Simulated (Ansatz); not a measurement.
# AlGaN₂: a line through a two-coordinate scan

An exercise on one series of results from a longer session: the logs are not shown, and one member is left open.

Program: Ansatz 0.2.0. Level of theory: DFT LDA, scalar-relativistic, plane waves, PAW. These are calculated values, not measurements.

3 further runs of the same task are left out: 3 set aside as unsound or not needed.

### The starting structure

It takes space group P-4m2 (No. 115, tetragonal). Conventional cell: a = 3.115 Å, b = 3.115 Å, c = 4.384 Å, α = 90.00°, β = 90.00°, γ = 90.00°. Al (site symmetry -4m2) is surrounded by 4 N at 1.88 Å. Around Ga (site symmetry -4m2) lie 4 N at 1.93 Å. N (site symmetry 2mm) is surrounded by 2 Al at 1.88 Å and 2 Ga at 1.93 Å.

As a file:

```xyz
4
Lattice="3.1152 0.0000 0.0000 0.0000 3.1152 0.0000 0.0000 0.0000 4.3839" Properties=species:S:1:pos:R:3 pbc="T T T"
Al    1.5576    1.5576    2.1920
Ga    0.0000    0.0000    0.0000
N     1.5576    0.0000    3.2444
N     0.0000    1.5576    1.1395
```

It goes back to an entry of the Materials Project, which need not be the stable form.

It is the result of an earlier relaxation at this level (volume 10.64 Å³/atom; gap on the mesh: 3.06 eV).

### What is varied

The energy is mapped over volume and the cell's shape.

- volume per atom: 5 values from 9.79 to 11.49 Å³
- c/a of the conventional cell: 5 values from 1.173 to 1.688

Relaxed at each point: the atoms inside the fixed cell. Energies count from the relaxed crystal. Points are written as (first, second).

The first run:

The input, input.yaml:

```yaml
crystal:
  lattice:
    - [3.1230851891, 0.0, 0.0]
    - [0.0, 3.1230851891, 0.0]
    - [0.0, 0.0, 4.0128521594]
  atoms:
    - { symbol: Al, position: [0.5, 0.5, 0.5] }
    - { symbol: Ga, position: [0.0, 0.0, 0.0] }
    - { symbol: "N", position: [0.5, 0.0, 0.740073839] }
    - { symbol: "N", position: [0.0, 0.5, 0.259926161] }
basis:
  ecutwfc: 520.0
kpoints:
  mp_grid: { grid: [8, 8, 6] }
hamiltonian:
  xc: lda
  pseudopotentials: { kind: paw, azcp: { folder: soft_1 } }
scf:
  occupations: { method: gaussian, width: 0.05 }
output:
  forces: true
  stress: true
  eigenvalues: true
relax:
  adjacent_minimum: "off"
  f_tol: 0.01
  max_steps: 30
```

Started as:

```bash
$ ansatz run input.yaml --threads 1 --pin off --max-ram 2048MiB --backend cpu --events-out ev --progress --plain --runs-dir out
```

Among the steps run: Point (9.79 Å³, 1.285); Point (10.21 Å³, 1.285); Grid point (10.64 Å³, 1.285); Point (11.06 Å³, 1.285); The run at (11.49 Å³, 1.285).

One of the session's tables, all rows but one given; the rest of the session is left out.

| volume per atom (Å³) | energy (meV/atom) | slope (meV/atom per Å³) | pressure (GPa) | band gap on the k-mesh (eV) |
| --- | --- | --- | --- | --- |
| 9.79 | 66 | −120 | 19.3 | 3.43 |
| 10.21 | 30 | −51 | 8.2 | 3.36 |
| 10.64 | 20 | 5 | −0.9 | 3.05 |
| 11.06 | ? | ? | ? | ? |
| 11.49 | 63 | 89 | −14.2 | 2.43 |

Q: Estimate the row for volume per atom (Å³) = 11.06 from the others.

Worked estimate for «energy (meV/atom)». A straight line through the neighbours (10.64, 20) and (11.49, 63) gives 20 + (63 − 20) × (11.06 − 10.64) / (11.49 − 10.64) = 41; a parabola fitted to 3 rows on both sides gives 31.

**Answer.** energy (meV/atom): 33; slope (meV/atom per Å³): 51; pressure (GPa): −8.2; band gap on the k-mesh (eV): 2.73. In «energy (meV/atom)» the line misses by +8 and the parabola by -2.

Energies count from the relaxed crystal. Slopes come from the forces (and the stress, where the cell changes), not from differences of energies.

In words: The lowest point of the line is at 10.64 Å³, 20 meV/atom from the zero. A fit to energies and slopes at the lowest point and its two neighbours puts the minimum at 10.591 Å³, with a curvature of about 120 meV/atom per (Å³)². V·d²E/dV² there is about 210 GPa, a bulk modulus under this line's constraint. The highest point computed, at 9.79 Å³, lies 45 meV/atom above the lowest. This is one cut through a surface in two coordinates; the map's lowest point lies off it.

Caveats from the session: Warnings in the runs' records: pseudo functional mismatch, stress scf threshold loose.
